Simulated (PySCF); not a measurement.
# A gas-phase reaction: H4SSi + Cl2H2Si → ClH5SSi2 + ClH

Wanted: the reaction energy for `[SiH3]S` + `Cl[SiH2]Cl` → `[SiH3]S[SiH2]Cl` + `Cl`.

Programs: PySCF 2.14.0. All values are calculated, for the isolated system unless a continuum is named. Atoms count from 0, parts from 1.

## (1) The system as given

Each species was relaxed by itself at PBE0-D3(BJ)/def2-SVPD.

## (2) Energies of the species: wB97M-D3(BJ)/def2-TZVPD

What the job is given:

```
{"job": {"kind": "react", "xc": "wB97M-D3(BJ)", "basis": "def2-TZVPD"}, "charge": 0, "multiplicity": 1}
-1 H4SSi charge 0 multiplicity 1
Si    -0.528090    -0.038850     0.015190
S      1.480390    -0.263550    -0.738620
H     -0.702390    -0.758130     1.309760
H     -0.877550     1.399110     0.199040
H     -1.394290    -0.648030    -1.031390
H      2.075960     0.329950     0.320340

-1 Cl2H2Si charge 0 multiplicity 1
Cl     1.266090    -1.284510    -0.712230
Si    -0.096350    -0.024980     0.195300
Cl    -0.512680     1.561890    -1.059550
H     -1.349680    -0.780480     0.421840
H      0.516130     0.508770     1.433390

+1 ClH5SSi2 charge 0 multiplicity 1
Si    -1.530540     0.805520     0.301060
S     -0.310460     1.005840    -1.480730
Si     1.290290    -0.280880    -0.907870
Cl     0.604110    -2.206370    -0.506790
H     -0.639760     0.680720     1.490880
H     -2.342710     2.050430     0.378020
H     -2.413360    -0.387230     0.194440
H      2.226580    -0.347350    -2.057450
H      1.944310     0.190240     0.340130

+1 ClH charge 0 multiplicity 1
Cl     0.644620    -0.009980     0.004370
H     -0.643400     0.011100    -0.003600
```

Level: wB97M-D3(BJ)/def2-TZVPD reaction energy of separated species, gas phase.

On the command line:

```
$ OMP_NUM_THREADS=1 python cluster_run.py task.json out
```

This one command runs all jobs of the session in turn.

Log:

```text
species 1 (H4SSi)
coarse grid: 22616 points
cycle   1  E = -690.1873497535  dE = -1.714e-01  |g| = 2.535e-01  |ddm| = 1.718e+00
cycle   2  E = -690.2033081724  dE = -1.596e-02  |g| = 1.667e-01  |ddm| = 3.837e-01
cycle   3  E = -690.2102674761  dE = -6.959e-03  |g| = 2.003e-02  |ddm| = 1.602e-01
cycle   4  E = -690.2103989043  dE = -1.314e-04  |g| = 5.829e-03  |ddm| = 2.787e-02
cycle   5  E = -690.2104169309  dE = -1.803e-05  |g| = 1.303e-03  |ddm| = 1.052e-02
cycle   6  E = -690.2104180370  dE = -1.106e-06  |g| = 3.510e-04  |ddm| = 2.825e-03
final grid: 45160 points
cycle   7  E = -690.2104220219  dE = -8.433e-08  |g| = 2.179e-04  |ddm| = 1.567e-03
cycle   8  E = -690.2104220351  dE = -1.318e-08  |g| = 1.426e-04  |ddm| = 4.342e-04
cycle   9  E = -690.2104220393  dE = -4.188e-09  |g| = 2.077e-05  |ddm| = 1.346e-04
cycle  10  E = -690.2104220398  dE = -5.106e-10  |g| = 6.387e-06  |ddm| = 6.184e-05
converged SCF energy = -690.2104220398

species 2 (Cl2H2Si)
coarse grid: 23992 points
cycle   1  E = -1211.3219239011  dE =  1.083e-01  |g| = 3.848e-01  |ddm| = 1.637e+00
cycle   2  E = -1211.3421881219  dE = -2.026e-02  |g| = 3.326e-01  |ddm| = 6.030e-01
cycle   3  E = -1211.3683916943  dE = -2.620e-02  |g| = 1.907e-02  |ddm| = 2.649e-01
cycle   4  E = -1211.3685054711  dE = -1.138e-04  |g| = 4.859e-03  |ddm| = 2.735e-02
cycle   5  E = -1211.3685204072  dE = -1.494e-05  |g| = 1.246e-03  |ddm| = 1.213e-02
cycle   6  E = -1211.3685210986  dE = -6.914e-07  |g| = 3.567e-04  |ddm| = 1.757e-03
final grid: 46168 points
cycle   7  E = -1211.3684797369  dE = -1.106e-07  |g| = 1.884e-04  |ddm| = 1.907e-03
cycle   8  E = -1211.3684797498  dE = -1.293e-08  |g| = 1.129e-04  |ddm| = 3.433e-04
cycle   9  E = -1211.3684797536  dE = -3.743e-09  |g| = 2.739e-05  |ddm| = 9.810e-05
cycle  10  E = -1211.3684797543  dE = -6.860e-10  |g| = 1.082e-05  |ddm| = 7.527e-05
converged SCF energy = -1211.3684797543

species 3 (ClH5SSi2)
coarse grid: 37816 points
cycle   1  E = -1440.6481450022  dE =  5.340e-02  |g| = 3.979e-01  |ddm| = 2.278e+00
cycle   2  E = -1440.6744961482  dE = -2.635e-02  |g| = 3.184e-01  |ddm| = 6.527e-01
cycle   3  E = -1440.6988399762  dE = -2.434e-02  |g| = 2.722e-02  |ddm| = 2.906e-01
cycle   4  E = -1440.6990849455  dE = -2.450e-04  |g| = 8.883e-03  |ddm| = 4.247e-02
cycle   5  E = -1440.6991190569  dE = -3.411e-05  |g| = 3.429e-03  |ddm| = 1.691e-02
cycle   6  E = -1440.6991233308  dE = -4.274e-06  |g| = 6.083e-04  |ddm| = 4.262e-03
final grid: 74208 points
cycle   7  E = -1440.6990625772  dE = -3.084e-07  |g| = 3.331e-04  |ddm| = 2.716e-03
cycle   8  E = -1440.6990626253  dE = -4.817e-08  |g| = 2.012e-04  |ddm| = 6.304e-04
cycle   9  E = -1440.6990626391  dE = -1.379e-08  |g| = 5.404e-05  |ddm| = 2.171e-04
cycle  10  E = -1440.6990626422  dE = -3.104e-09  |g| = 1.621e-05  |ddm| = 1.637e-04
cycle  11  E = -1440.6990626423  dE = -1.021e-10  |g| = 3.494e-06  |ddm| = 2.431e-05
converged SCF energy = -1440.6990626423

species 4 (ClH)
coarse grid: 8792 points
cycle   1  E = -460.8503332856  dE = -8.165e-02  |g| = 2.169e-01  |ddm| = 7.239e-01
cycle   2  E = -460.8625128018  dE = -1.218e-02  |g| = 1.397e-01  |ddm| = 2.651e-01
cycle   3  E = -460.8670522009  dE = -4.539e-03  |g| = 1.358e-02  |ddm| = 9.818e-02
cycle   4  E = -460.8670932842  dE = -4.108e-05  |g| = 3.364e-03  |ddm| = 9.545e-03
cycle   5  E = -460.8670995327  dE = -6.248e-06  |g| = 8.516e-04  |ddm| = 3.915e-03
final grid: 17120 points
cycle   6  E = -460.8670682120  dE = -3.715e-07  |g| = 3.675e-04  |ddm| = 8.888e-04
cycle   7  E = -460.8670682583  dE = -4.626e-08  |g| = 1.618e-04  |ddm| = 3.980e-04
cycle   8  E = -460.8670682648  dE = -6.570e-09  |g| = 4.220e-05  |ddm| = 1.295e-04
cycle   9  E = -460.8670682661  dE = -1.315e-09  |g| = 3.968e-06  |ddm| = 6.531e-05
cycle  10  E = -460.8670682662  dE = -3.411e-12  |g| = 8.163e-07  |ddm| = 3.310e-06
converged SCF energy = -460.8670682662

Reaction energy = 6.814 kcal/mol
```

It took 47 s on 1 thread of Arm Neoverse N1, shared host; peak memory 0.8 GiB.

Species by species (with the dispersion term, which the log's SCF energies lack):

| ν | species | energy (Eh) | HOMO (eV) |
| --- | --- | --- | --- |
| -1 | [SiH3]S | -690.21548 | -9.79 |
| -1 | Cl[SiH2]Cl | -1211.37370 | -11.47 |
| +1 | [SiH3]S[SiH2]Cl | -1440.71071 | -10.04 |
| +1 | Cl | -460.86761 | -11.93 |

## (3) Reaction energy: PBE0-D3(BJ)/def2-TZVPD

Settings changed since step 2:

```diff
@@ -1,2 +1,2 @@
-{"job": {"kind": "react", "xc": "wB97M-D3(BJ)", "basis": "def2-TZVPD"}, "charge": 0, "multiplicity": 1}
+{"job": {"kind": "react", "xc": "PBE0", "basis": "def2-TZVPD", "disp": "d3bj"}, "charge": 0, "multiplicity": 1}
 -1 H4SSi charge 0 multiplicity 1
```

Method: PBE0-D3(BJ)/def2-TZVPD reaction energy of separated species, gas phase.

Log:

```text
species 1 (H4SSi)
coarse grid: 5728 points
cycle   1  E = -689.8492630205  dE = -1.327e-01  |g| = 2.061e-01  |ddm| = 1.655e+00
cycle   2  E = -689.8491328368  dE =  1.302e-04  |g| = 2.074e-01  |ddm| = 3.939e-01
cycle   3  E = -689.8613391933  dE = -1.221e-02  |g| = 2.621e-02  |ddm| = 2.081e-01
cycle   4  E = -689.8614644686  dE = -1.253e-04  |g| = 3.955e-03  |ddm| = 1.919e-02
cycle   5  E = -689.8614677262  dE = -3.258e-06  |g| = 2.287e-03  |ddm| = 5.620e-03
final grid: 45160 points
cycle   6  E = -689.8622875670  dE = -9.502e-06  |g| = 5.175e-03  |ddm| = 2.156e-02
cycle   7  E = -689.8622876524  dE = -8.548e-08  |g| = 4.530e-03  |ddm| = 7.938e-03
cycle   8  E = -689.8622923243  dE = -4.672e-06  |g| = 3.798e-04  |ddm| = 4.221e-03
cycle   9  E = -689.8622923723  dE = -4.798e-08  |g| = 6.931e-05  |ddm| = 3.291e-04
cycle  10  E = -689.8622923737  dE = -1.416e-09  |g| = 1.521e-05  |ddm| = 6.294e-05
cycle  11  E = -689.8622923738  dE = -5.980e-11  |g| = 4.935e-06  |ddm| = 1.594e-05
converged SCF energy = -689.8622923738

species 2 (Cl2H2Si)
coarse grid: 6112 points
cycle   1  E = -1210.7778997156  dE =  1.082e-01  |g| = 3.105e-01  |ddm| = 1.661e+00
cycle   2  E = -1210.7660884276  dE =  1.181e-02  |g| = 3.817e-01  |ddm| = 5.917e-01
cycle   3  E = -1210.8030952454  dE = -3.701e-02  |g| = 3.546e-02  |ddm| = 3.193e-01
cycle   4  E = -1210.8033211827  dE = -2.259e-04  |g| = 1.176e-02  |ddm| = 2.607e-02
cycle   5  E = -1210.8033538327  dE = -3.265e-05  |g| = 2.139e-03  |ddm| = 9.996e-03
cycle   6  E = -1210.8033547943  dE = -9.617e-07  |g| = 5.728e-04  |ddm| = 2.077e-03
final grid: 46168 points
cycle   7  E = -1210.8046426107  dE = -1.329e-05  |g| = 3.488e-03  |ddm| = 1.785e-02
cycle   8  E = -1210.8046425705  dE =  4.023e-08  |g| = 2.872e-03  |ddm| = 4.482e-03
cycle   9  E = -1210.8046440111  dE = -1.441e-06  |g| = 4.697e-04  |ddm| = 2.544e-03
cycle  10  E = -1210.8046440752  dE = -6.408e-08  |g| = 8.661e-05  |ddm| = 3.943e-04
cycle  11  E = -1210.8046440771  dE = -1.861e-09  |g| = 1.530e-05  |ddm| = 7.500e-05
cycle  12  E = -1210.8046440771  dE = -5.593e-11  |g| = 4.269e-06  |ddm| = 1.302e-05
converged SCF energy = -1210.8046440771

species 3 (ClH5SSi2)
coarse grid: 9600 points
cycle   1  E = -1439.9627100900  dE =  4.654e-02  |g| = 3.178e-01  |ddm| = 2.222e+00
cycle   2  E = -1439.9550530773  dE =  7.657e-03  |g| = 3.577e-01  |ddm| = 6.278e-01
cycle   3  E = -1439.9880051589  dE = -3.295e-02  |g| = 4.635e-02  |ddm| = 3.415e-01
cycle   4  E = -1439.9884439809  dE = -4.388e-04  |g| = 1.648e-02  |ddm| = 4.262e-02
cycle   5  E = -1439.9885189064  dE = -7.493e-05  |g| = 3.520e-03  |ddm| = 1.657e-02
cycle   6  E = -1439.9885219580  dE = -3.052e-06  |g| = 1.063e-03  |ddm| = 3.793e-03
final grid: 74208 points
cycle   7  E = -1439.9898125328  dE = -1.684e-05  |g| = 5.325e-03  |ddm| = 3.455e-02
cycle   8  E = -1439.9898108381  dE =  1.695e-06  |g| = 5.160e-03  |ddm| = 9.451e-03
cycle   9  E = -1439.9898169254  dE = -6.087e-06  |g| = 6.487e-04  |ddm| = 5.493e-03
cycle  10  E = -1439.9898170715  dE = -1.461e-07  |g| = 1.128e-04  |ddm| = 6.736e-04
cycle  11  E = -1439.9898170751  dE = -3.565e-09  |g| = 3.309e-05  |ddm| = 1.134e-04
cycle  12  E = -1439.9898170754  dE = -2.944e-10  |g| = 7.991e-06  |ddm| = 3.209e-05
converged SCF energy = -1439.9898170754

species 4 (ClH)
coarse grid: 2248 points
cycle   1  E = -460.6537837046  dE = -4.644e-02  |g| = 1.882e-01  |ddm| = 7.411e-01
cycle   2  E = -460.6558524610  dE = -2.069e-03  |g| = 1.902e-01  |ddm| = 3.151e-01
cycle   3  E = -460.6653812223  dE = -9.529e-03  |g| = 1.506e-02  |ddm| = 1.513e-01
cycle   4  E = -460.6654032794  dE = -2.206e-05  |g| = 2.693e-03  |ddm| = 7.323e-03
cycle   5  E = -460.6654048272  dE = -1.548e-06  |g| = 1.111e-03  |ddm| = 2.553e-03
final grid: 17120 points
cycle   6  E = -460.6658903258  dE = -4.429e-06  |g| = 2.164e-03  |ddm| = 7.334e-03
cycle   7  E = -460.6658903552  dE = -2.944e-08  |g| = 1.795e-03  |ddm| = 2.512e-03
cycle   8  E = -460.6658909731  dE = -6.179e-07  |g| = 1.533e-04  |ddm| = 1.363e-03
cycle   9  E = -460.6658909800  dE = -6.900e-09  |g| = 2.146e-05  |ddm| = 1.086e-04
cycle  10  E = -460.6658909801  dE = -9.913e-11  |g| = 4.934e-06  |ddm| = 1.681e-05
converged SCF energy = -460.6658909801

Reaction energy = 5.591 kcal/mol
```

It took 25 s on 1 thread of Arm Neoverse N1, shared host; peak memory 0.67 GiB.

Reaction energy at this level: 5.59 kcal/mol.

## (4) Energies of the species: MP2/def2-TZVPD

Settings changed since step 3:

```diff
@@ -1,2 +1,2 @@
-{"job": {"kind": "react", "xc": "PBE0", "basis": "def2-TZVPD", "disp": "d3bj"}, "charge": 0, "multiplicity": 1}
+{"job": {"kind": "react", "xc": "MP2", "basis": "def2-TZVPD"}, "charge": 0, "multiplicity": 1}
 -1 H4SSi charge 0 multiplicity 1
```

Level: MP2/def2-TZVPD reaction energy of separated species, gas phase.

Log:

```text
species 1 (H4SSi)
final grid: 45160 points
cycle   1  E = -688.8015675085  dE = -2.205e-01  |g| = 2.796e-01  |ddm| = 1.659e+00
cycle   2  E = -688.8334488032  dE = -3.188e-02  |g| = 1.046e-01  |ddm| = 3.039e-01
cycle   3  E = -688.8372091775  dE = -3.760e-03  |g| = 3.174e-02  |ddm| = 1.216e-01
cycle   4  E = -688.8377994019  dE = -5.902e-04  |g| = 7.147e-03  |ddm| = 4.177e-02
cycle   5  E = -688.8378352645  dE = -3.586e-05  |g| = 2.020e-03  |ddm| = 1.201e-02
cycle   6  E = -688.8378389931  dE = -3.729e-06  |g| = 5.477e-04  |ddm| = 4.133e-03
cycle   7  E = -688.8378392557  dE = -2.627e-07  |g| = 8.878e-05  |ddm| = 1.176e-03
cycle   8  E = -688.8378392623  dE = -6.587e-09  |g| = 2.288e-05  |ddm| = 2.489e-04
cycle   9  E = -688.8378392627  dE = -3.997e-10  |g| = 5.452e-06  |ddm| = 5.519e-05
converged SCF energy = -688.8378392627

species 2 (Cl2H2Si)
final grid: 46168 points
cycle   1  E = -1209.1841220784  dE =  9.640e-02  |g| = 3.875e-01  |ddm| = 1.609e+00
cycle   2  E = -1209.2273531054  dE = -4.323e-02  |g| = 2.003e-01  |ddm| = 4.763e-01
cycle   3  E = -1209.2375685423  dE = -1.022e-02  |g| = 3.096e-02  |ddm| = 1.764e-01
cycle   4  E = -1209.2380674811  dE = -4.989e-04  |g| = 7.462e-03  |ddm| = 4.878e-02
cycle   5  E = -1209.2381013080  dE = -3.383e-05  |g| = 1.802e-03  |ddm| = 1.298e-02
cycle   6  E = -1209.2381039156  dE = -2.608e-06  |g| = 6.378e-04  |ddm| = 2.695e-03
cycle   7  E = -1209.2381042382  dE = -3.226e-07  |g| = 1.595e-04  |ddm| = 9.818e-04
cycle   8  E = -1209.2381042573  dE = -1.906e-08  |g| = 3.030e-05  |ddm| = 3.149e-04
cycle   9  E = -1209.2381042580  dE = -6.526e-10  |g| = 6.381e-06  |ddm| = 6.753e-05
converged SCF energy = -1209.2381042580

species 3 (ClH5SSi2)
final grid: 74208 points
cycle   1  E = -1437.8888375215  dE =  1.546e-02  |g| = 4.180e-01  |ddm| = 2.206e+00
cycle   2  E = -1437.9480997851  dE = -5.926e-02  |g| = 1.951e-01  |ddm| = 5.344e-01
cycle   3  E = -1437.9588248778  dE = -1.073e-02  |g| = 4.563e-02  |ddm| = 2.109e-01
cycle   4  E = -1437.9598963362  dE = -1.071e-03  |g| = 9.934e-03  |ddm| = 6.672e-02
cycle   5  E = -1437.9599562696  dE = -5.993e-05  |g| = 3.100e-03  |ddm| = 1.794e-02
cycle   6  E = -1437.9599627009  dE = -6.431e-06  |g| = 1.125e-03  |ddm| = 4.690e-03
cycle   7  E = -1437.9599638735  dE = -1.173e-06  |g| = 2.942e-04  |ddm| = 2.165e-03
cycle   8  E = -1437.9599639511  dE = -7.756e-08  |g| = 7.939e-05  |ddm| = 6.892e-04
cycle   9  E = -1437.9599639558  dE = -4.681e-09  |g| = 2.132e-05  |ddm| = 1.945e-04
cycle  10  E = -1437.9599639561  dE = -3.595e-10  |g| = 5.488e-06  |ddm| = 4.922e-05
converged SCF energy = -1437.9599639561

species 4 (ClH)
final grid: 17120 points
cycle   1  E = -460.0817351111  dE = -1.009e-01  |g| = 2.132e-01  |ddm| = 7.101e-01
cycle   2  E = -460.0969051552  dE = -1.517e-02  |g| = 8.401e-02  |ddm| = 2.053e-01
cycle   3  E = -460.0986385252  dE = -1.733e-03  |g| = 1.826e-02  |ddm| = 5.472e-02
cycle   4  E = -460.0988470913  dE = -2.086e-04  |g| = 6.315e-03  |ddm| = 1.638e-02
cycle   5  E = -460.0988770910  dE = -3.000e-05  |g| = 1.289e-03  |ddm| = 7.398e-03
cycle   6  E = -460.0988783071  dE = -1.216e-06  |g| = 2.807e-04  |ddm| = 1.659e-03
cycle   7  E = -460.0988783604  dE = -5.326e-08  |g| = 4.150e-05  |ddm| = 4.895e-04
cycle   8  E = -460.0988783611  dE = -7.309e-10  |g| = 7.806e-06  |ddm| = 6.177e-05
converged SCF energy = -460.0988783611

Reaction energy = 5.694 kcal/mol
```

Wall time 12 s (1 thread of Arm Neoverse N1, shared host); peak memory 0.53 GiB.

Reaction energy at this level: 5.69 kcal/mol.

## (5) Comparing the runs

Energies in kcal/mol, with wall time:

| run | reaction | time |
| --- | --- | --- |
| wB97M-D3(BJ)/def2-TZVPD | 6.81 | 47 s |
| PBE0-D3(BJ)/def2-TZVPD | 5.59 | 25 s |
| MP2/def2-TZVPD | 5.69 | 12 s |

## (6) Outcome

| quantity | value |
| --- | --- |
| reaction energy (wB97M-D3(BJ)/def2-TZVPD) | 6.81 kcal/mol |
| ΔH, ΔG at 298 K (xTB thermal terms) | +6.7, +7.9 kcal/mol |
| range of the reaction energy over the runs of this table | 5.59 to 6.81 kcal/mol |

The reaction is endothermic by 6.7 kcal/mol in the gas phase; dispersion gives -1.20, and xTB itself gave 13.09 for the electronic energy (xTB energies and thermal terms come from the earlier relaxation of each species, not shown). No barrier was sought. The reaction energy runs from 5.59 (PBE0-D3(BJ)/def2-TZVPD) to 6.81 kcal/mol (wB97M-D3(BJ)/def2-TZVPD).
